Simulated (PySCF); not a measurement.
# CH9BSi2: the cost of one run

The runs use PySCF 2.14.0, with density-fitted response routines of our own; the level of theory stands in each step. All values are computed, except where a source is named. Atoms count from 0, in the outputs and in this text.

## (1) Starting geometry

13 atoms, charge 0, multiplicity 1; geometry from: GFN2-xTB. The atoms were then displaced at random by about 0.01 Å, so the start is not that level's minimum.

Bonds of the start (Å): B0–Si1 1.95, Si1–C2 1.93, C2–Si3 1.88, B0–H4 1.20, B0–H5 1.14, Si1–H6 1.48, Si1–H7 1.48, C2–H8 1.06, C2–H9 1.09, Si3–H10 1.48, Si3–H11 1.49, Si3–H12 1.45.

## (2) Optimising the geometry at PBE0-D3(BJ)/def2-SVP

Job settings and geometry (Å):

```
{"job": {"xc": "PBE0", "basis": "def2-SVP", "d3": "d3bj", "grid": 1, "shake": 0.01, "kind": "geom"}, "charge": 0, "multiplicity": 1}
B      2.178700     0.561360    -0.653230
Si     1.002560    -0.912460    -0.143320
C     -0.850330    -0.657250    -0.623130
Si    -1.671690     0.792940     0.241510
H      1.751590     1.674920    -0.754150
H      3.291460     0.435440    -0.886510
H      1.394680    -2.218450    -0.723310
H      1.044410    -1.146720     1.313000
H     -0.901410    -0.510450    -1.675590
H     -1.380400    -1.574670    -0.386900
H     -1.658270     0.611420     1.707130
H     -3.104570     0.857040    -0.166480
H     -1.090920     2.069990    -0.120610
```

On the command line:

```
$ OMP_NUM_THREADS=1 python probes_run.py task.json out
```

This one command runs all jobs of the session in turn.

**Question.** How long does this first job take on 1 thread of Arm Neoverse V1, shared host, and how much memory does it need?

About 59 s, with a peak of 0.44 GiB.
